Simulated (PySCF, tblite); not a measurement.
# C₈H₁₂N₂: geometry, infrared bands and NMR shifts

Aim: predict the infrared bands and NMR shifts of C₈H₁₂N₂ (`Cc1ccn(C2CCC2)n1`).

Computed with tblite 0.8.0 and PySCF 2.14.0, with density-fitted response routines of our own, on a single molecule in the gas phase. Atoms are numbered from 0 throughout.

## 1. Starting geometry

22 atoms, charge 0, multiplicity 1; geometry from: force field or distance geometry start.

Bonds of the start (Å): C0–C1 1.49, C1–C2 1.42, C2–C3 1.38, C3–N4 1.36, N4–C5 1.48, C5–C6 1.55, C6–C7 1.54, C7–C8 1.55, N4–N9 1.34, N9–C1 1.34, C8–C5 1.54, C0–H10 1.09, C0–H11 1.09, C0–H12 1.10, C2–H13 1.08, C3–H14 1.08, C5–H15 1.11, C6–H16 1.09, C6–H17 1.09, C7–H18 1.10, C7–H19 1.09, C8–H20 1.09, C8–H21 1.10.

## 2. Relaxing the molecule with GFN2-xTB

The job: settings as JSON, then the geometry in Å.

```
{"job": {"kind": "relax", "xc": "GFN2-xTB", "basis": "xTB"}, "charge": 0, "multiplicity": 1}
C      3.520000     0.881300    -0.172600
C      2.266300     0.077200    -0.166200
C      2.117700    -1.283800    -0.530100
C      0.776600    -1.541800    -0.330400
N      0.222500    -0.383500     0.131000
C     -1.191100    -0.253900     0.534200
C     -1.761300     1.183800     0.396100
C     -3.060300     0.526800    -0.091700
C     -2.190400    -0.664100    -0.566900
N      1.115700     0.609400     0.269000
H      4.352200     0.306100    -0.566100
H      3.379900     1.766500    -0.800900
H      3.762200     1.214300     0.850700
H      2.865800    -1.965300    -0.900500
H      0.186800    -2.438000    -0.448600
H     -1.383700    -0.714500     1.524700
H     -1.286400     1.817400    -0.356200
H     -1.849300     1.742200     1.330700
H     -3.766200     0.267200     0.713800
H     -3.599600     1.062100    -0.873500
H     -2.651700    -1.643100    -0.451500
H     -1.836000    -0.547000    -1.596700
```

Started as:

```
$ OMP_NUM_THREADS=1 python probes_run.py task.json out
```

One launch serves the whole session: the jobs run in the order shown.

**Question.** This job is followed by: GFN2-xTB harmonic vibrations, gas phase; GIAO PBE0/pcSseg-1 NMR shielding, non-relativistic, gas phase. Predict these results of the whole session: strongest single infrared mode (GFN2-xTB); zero-point energy (GFN2-xTB); 13C shifts against TMS (PBE0/pcSseg-1, means over atoms taken as alike); 1H shifts against TMS (PBE0/pcSseg-1, means over atoms taken as alike); 15N shifts against NH3 (PBE0/pcSseg-1).

As calculated:

| quantity | value |
| --- | --- |
| strongest single infrared mode (GFN2-xTB) | 3013 cm⁻¹, 67 km/mol |
| zero-point energy (GFN2-xTB) | 117.2 kcal/mol |
| 13C shifts against TMS (PBE0/pcSseg-1, means over atoms taken as alike) | 153.3, 133.9, 109.3, 56.2, 32.0, 16.5, 14.4 ppm |
| 1H shifts against TMS (PBE0/pcSseg-1, means over atoms taken as alike) | 7.17, 6.07, 4.28, 3.11, 2.51, 2.35, 1.90, 1.75 ppm |
| 15N shifts against NH3 (PBE0/pcSseg-1) | 329.6, 243.5 ppm |

What this shows: Over 157 steps the energy fell by 0.333 eV; of the close pairs, N4–C5 changed most, 1.476 to 1.430 Å. No mode is imaginary among the 60: a minimum at this level. The strongest single mode, at 3013 cm⁻¹, moves mainly H17 and H20. GFN2-xTB is a fitted tight-binding method: band positions and strengths are rough. Its intensities can rank the bands wrongly. At PBE0/pcSseg-1: The largest span, 441 ppm, is at N9, where the paramagnetic term is -389 ppm. NICS(1)zz of -28 ppm above the planar ring from C1 marks a diatropic (aromatic) ring current.
